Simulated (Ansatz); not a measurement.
# C₂H₃FGeO: up Jacob's ladder to CCSD(T)

Aim: compute C₂H₃FGeO with functionals from several rungs and with coupled cluster, and see how far each lands from CCSD(T) at the basis-set limit for the atomisation energy.

Computed with Ansatz 0.2.0, Gaussian basis. Level: functionals in def2-TZVPP, the program's frozen cores in correlated methods.

The runs, in order: PBE-D4, r2SCAN-D4, PBE0-D4, B3LYP-D4, ωB97X-V, ωB97M-V, B2PLYP; CCSD(T)/def2-TZVPP; MP2/def2-QZVPP; extrapolation to the limit.

## (1) Structure used throughout

All runs share one geometry, relaxed beforehand with PBE0-D4 in a triple-zeta def2 set.

8 atoms, charge 0, spin multiplicity 1.

Atoms are counted from 1 here; the program's logs count them from 0.

Bond lengths: F1–C2 1.321 Å, C2–C3 1.375 Å, C2–O5 1.214 Å, C3–Ge4 1.938 Å, Ge4–H6 1.539 Å, Ge4–H7 1.529 Å, Ge4–H8 1.535 Å. Angles: F1–C2–C3 124.7°, F1–C2–O5 123.7°, C3–C2–O5 111.3°, C2–C3–Ge4 123.5°, C3–Ge4–H6 100.7°, C3–Ge4–H7 108.8°, C3–Ge4–H8 113.1°, H6–Ge4–H7 110.4°, H6–Ge4–H8 111.3°, H7–Ge4–H8 111.9°.

## (2) PBE-D4 (GGA)

in.yaml

```yaml
crystal:
  periodic: [false, false, false]
  atoms:
    - {symbol: F, position_ang: [-0.139009, -1.033949, 2.390776]}
    - {symbol: C, position_ang: [0.601181, -0.748961, 1.334315]}
    - {symbol: C, position_ang: [0.537307, 0.429035, 0.628461]}
    - {symbol: Ge, position_ang: [-0.404591, 0.618230, -1.054477]}
    - {symbol: O, position_ang: [1.498007, -1.459406, 0.928331]}
    - {symbol: H, position_ang: [-1.674359, 1.353929, -0.591486]}
    - {symbol: H, position_ang: [0.419813, 1.511717, -1.982589]}
    - {symbol: H, position_ang: [-0.746249, -0.727695, -1.709231]}
basis:
  gaussian: {orbitals: def2-TZVPP}
hamiltonian: {xc: pbe, dispersion: d4}
output: {forces: true, orbitals: {seedname: orbitals}}
```

Started as:

```bash
$ ansatz run in.yaml --threads 4 --pin off --events-out ev --progress --plain --max-ram 10444MiB
```

After this run come: r2SCAN-D4 (meta-GGA); PBE0-D4 (hybrid); B3LYP-D4 (hybrid); ωB97X-V (range-separated); ωB97M-V (range-separated); B2PLYP (double hybrid); CCSD(T) in def2-TZVPP; MP2 in def2-QZVPP.

Q: Predict the results of all the runs planned. Wanted: atomisation energy, CCSD(T)/CBS; farthest; mean size of error, hybrid; mean size of error, range-separated; gap, smallest and largest; T1 diagnostic; triples share of the correlation energy.

The runs gave:

| quantity | value |
| --- | --- |
| atomisation energy, CCSD(T)/CBS | 2775.8 kJ/mol |
| functionals within 27.8 kJ/mol (1.0 %) | PBE0-D4, B3LYP-D4, ωB97X-V, ωB97M-V |
| farthest | PBE-D4 (+140.8 kJ/mol) |
| mean size of error, hybrid | 7.2 kJ/mol |
| mean size of error, range-separated | 7.0 kJ/mol |
| gap, smallest and largest | 1.25 eV (PBE-D4), 8.31 eV (ωB97X-V) |
| T1 diagnostic | 0.0252 |
| triples share of the correlation energy | 4.2 % |

PBE-D4 is off by +140.8 kJ/mol. Double hybrids carry the basis error of their MP2 part in triple zeta, and no dispersion term here, so their miss is partly the set-up's. Misses under about 27.8 kJ/mol are within the doubt on the reference itself, which lacks core-valence correlation, relativity and higher excitations, and its outer-core shells are covered unevenly. Hartree-Fock recovers 65 % of the binding; the rest is correlation. The gap grows from 1.3 to 8.3 eV across the functionals, mostly with the share of exact exchange. The T1 diagnostic, 0.025, is a little above the customary 0.02. The restricted reference is unstable towards a spin-broken one. Correlated methods include outer-core shells of Ge, which these sets cover unevenly.
